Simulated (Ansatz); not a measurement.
**C₄H₁₃N₂OY: basis-set convergence**

An exercise on one series of results from a longer session: the logs are not shown, and one member is left open.

Program: Ansatz 0.2.0, Gaussian basis. Level of theory: one geometry, several basis sets. These are calculated values, not measurements.

The runs, in order: PBE0-D4/def2-SVP; ωB97M-V/def2-SVP; PBE0-D4/def2-QZVPP; ωB97M-V/def2-QZVPP; the functionals' def2-TZVPP values are taken from earlier runs.

## The relaxed structure

The geometry comes from an earlier relaxation with PBE0-D4 in a triple-zeta def2 set; it is a stationary point, not always the lowest conformer. Y takes the def2 core potential; no spin-orbit term is included.

SMILES `C[N](C)[Y]([OH])[N](C)C`, 21 atoms, charge 0, spin multiplicity 1.

Atoms are counted from 1 here; the program's logs count them from 0.

Bond lengths: C1–N2 1.439 Å, C1–H9 1.103 Å, C1–H10 1.096 Å, C1–H11 1.103 Å, N2–C3 1.442 Å, N2–Y4 2.157 Å, C3–H12 1.103 Å, C3–H13 1.103 Å, C3–H14 1.096 Å, Y4–O5 2.031 Å, Y4–N6 2.158 Å, O5–H15 0.952 Å, N6–C7 1.439 Å, N6–C8 1.442 Å, C7–H16 1.103 Å, C7–H17 1.096 Å, C7–H18 1.103 Å, C8–H19 1.103 Å and more. Angles: N2–C1–H9 112.3°, N2–C1–H10 111.3°, N2–C1–H11 112.4°, H9–C1–H10 107.0°, H9–C1–H11 106.5°, H10–C1–H11 107.0°, C1–N2–C3 110.8°, C1–N2–Y4 127.7°, C3–N2–Y4 121.5°, N2–C3–H12 112.3°, N2–C3–H13 112.3°, N2–C3–H14 111.0°, H12–C3–H13 106.5°, H12–C3–H14 107.1°, H13–C3–H14 107.1°, N2–Y4–O5 119.4°, N2–Y4–N6 120.9°, O5–Y4–N6 119.7° and more.

The first run:

in.yaml reads:

```yaml
crystal:
  periodic: [false, false, false]
  atoms:
    - {symbol: C, position_ang: [0.870450, -1.594414, -1.800119]}
    - {symbol: N, position_ang: [0.604583, -0.180707, -1.770914]}
    - {symbol: C, position_ang: [0.912844, 0.424902, -3.042697]}
    - {symbol: Y, position_ang: [-0.148950, 0.987018, -0.120746]}
    - {symbol: O, position_ang: [-0.434559, 2.983719, -0.361630]}
    - {symbol: N, position_ang: [-0.590541, 0.065464, 1.779987]}
    - {symbol: C, position_ang: [-0.456813, -1.318102, 2.151160]}
    - {symbol: C, position_ang: [-1.086630, 0.846440, 2.886067]}
    - {symbol: H, position_ang: [0.272810, -2.117792, -2.565159]}
    - {symbol: H, position_ang: [0.638417, -2.062746, -0.836724]}
    - {symbol: H, position_ang: [1.927679, -1.817890, -2.020859]}
    - {symbol: H, position_ang: [1.972071, 0.296826, -3.321871]}
    - {symbol: H, position_ang: [0.317091, -0.003300, -3.866103]}
    - {symbol: H, position_ang: [0.711491, 1.502519, -3.024798]}
    - {symbol: H, position_ang: [-0.571257, 3.920594, -0.456871]}
    - {symbol: H, position_ang: [0.243017, -1.460973, 2.991551]}
    - {symbol: H, position_ang: [-0.081336, -1.919629, 1.315572]}
    - {symbol: H, position_ang: [-1.416557, -1.763013, 2.463201]}
    - {symbol: H, position_ang: [-0.417256, 0.805644, 3.761626]}
    - {symbol: H, position_ang: [-2.076281, 0.503220, 3.231142]}
    - {symbol: H, position_ang: [-1.190252, 1.902209, 2.608183]}
basis:
  gaussian: {orbitals: def2-SVP}
hamiltonian: {xc: pbe0, dispersion: d4}
output: {orbitals: {seedname: orbitals}}
```

Command:

```bash
> ansatz run in.yaml --threads 4 --pin off --events-out ev --progress --plain --max-ram 66560MiB --backend cpu
```

Among the steps run: PBE0-D4 in def2-SVP; ωB97M-V in def2-SVP; PBE0-D4 in def2-QZVPP; ωB97M-V in def2-QZVPP.

One of the session's tables, all rows but one given; the rest of the session is left out.

It belongs to the step «Density functionals: the series». 

```
functional       basis  HOMO (eV)  LUMO (eV)
   PBE0-D4    def2-SVP      -5.39      -1.16
   PBE0-D4  def2-TZVPP      -5.53      -1.24
   PBE0-D4  def2-QZVPP      -5.55      -1.25
   ωB97M-V    def2-SVP      -7.65       0.11
   ωB97M-V  def2-TZVPP      -7.80      -0.04
   ωB97M-V  def2-QZVPP          ?          ?
```

Q: Estimate the row for ωB97M-V, def2-QZVPP from the others.

The run gave: HOMO (eV): -7.82; LUMO (eV): -0.14. In the column «HOMO (eV)» it is the lowest.
